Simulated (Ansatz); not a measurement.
# BClHI: rigid scan of one bond length, by script

How does the energy of BClHI change as one bond is stretched? Wanted for BClHI: a rigid scan of one bond length. SMILES: ClBI.

All numbers are computed with Ansatz 0.2.0 through its Python package. Level of theory: MP2/def2-SVP.

### Step 1. The structure

Bond lengths: Cl1–B2 1.815 Å, B2–I3 2.169 Å, B2–H4 1.204 Å. Angles: Cl1–B2–I3 117.9°, Cl1–B2–H4 125.5°, I3–B2–H4 116.6°.

The script holds or builds the structure itself.

### Step 2. The code

File scan_bclhi.py:

```python
"""Stretching a bond of BClHI, the rest held rigid."""

import warnings

import ansatz as az
import numpy as np

GEOMETRY = """
Cl   -1.68580   -0.60140    0.15570
B    -0.06600    0.16420   -0.13500
I     1.67150   -0.75490    0.78190
H     0.13590    1.13180   -0.82290
"""

warnings.simplefilter("ignore", az.DeckWarning)

mol = az.Crystal.molecule()
for line in GEOMETRY.strip().splitlines():
    symbol, *xyz = line.split()
    mol = mol.atom(symbol, [float(v) for v in xyz])

symbols = [site.symbol for site in mol.cartesian_sites]
start = np.array([site.position_ang for site in mol.cartesian_sites])
axis = (start[3] - start[1]) / np.linalg.norm(start[3] - start[1])
moving = [3]
lengths, energies = [1.02, 1.11, 1.2, 1.32, 1.51, 1.81, 2.17, 2.65], []
for length in lengths:
    xyz = start.copy()
    xyz[moving] += (length - np.linalg.norm(start[3] - start[1])) * axis
    point = az.Crystal.molecule()
    for symbol, place in zip(symbols, xyz):
        point = point.atom(symbol, place.tolist())
    setup = (
        point.calculation()
        .basis(gaussian="def2-SVP")
        .correlation("MP2")
    )
    data = setup.run().report
    energies.append(data["free_energy_ev"])
    print(f"r = {length:6.3f} A  E = {energies[-1]:.5f} eV  <S^2> = {abs(data['mean_field']['state']['spin_squared']):.3f}")

print("energy above the lowest point (eV):", [round(e - min(energies), 3) for e in energies])
```

### Step 3. What the engine is handed

The engine receives this input (first run):

```yaml
crystal:
  periodic: [false, false, false]
  atoms:
    - { symbol: Cl, position_ang: [-1.6858, -0.6014, 0.1557] }
    - { symbol: B, position_ang: [-0.066, 0.1642, -0.135] }
    - { symbol: I, position_ang: [1.6715, -0.7549, 0.7819] }
    - { symbol: H, position_ang: [0.10500924065056465, 0.9837569155695213, -0.7176510977886252] }
basis:
  gaussian:
    orbitals: def2-SVP
correlation:
  method: mp2
```

### Step 4. Running it

Run with:

```console
> python scan_bclhi.py
```

Without the output at hand: what should come out? Wanted: range of energy; lowest point, distance.

**Answer**, as computed:

| quantity | value |
| --- | --- |
| runs compared | 8 |
| range of energy | 4.786 eV |
| lowest point, distance (Å) | 1.20 |

The curve has its lowest point inside the range, at 1.20. The ends stand 0.533 and 4.79 eV above it. The distance scanned is the script's pair 1, 3. What to keep in mind:
- The rest of the molecule is held rigid at a force-field or estimated start geometry, and the basis set is modest; single-reference methods fail as a bond breaks.
- def2 sets replace the cores of elements past krypton by effective core potentials.
- The orbitals are restricted, so S² is zero by construction.
- Toward dissociation an unrestricted state lies under the restricted one, by 1 to 2 eV or more.
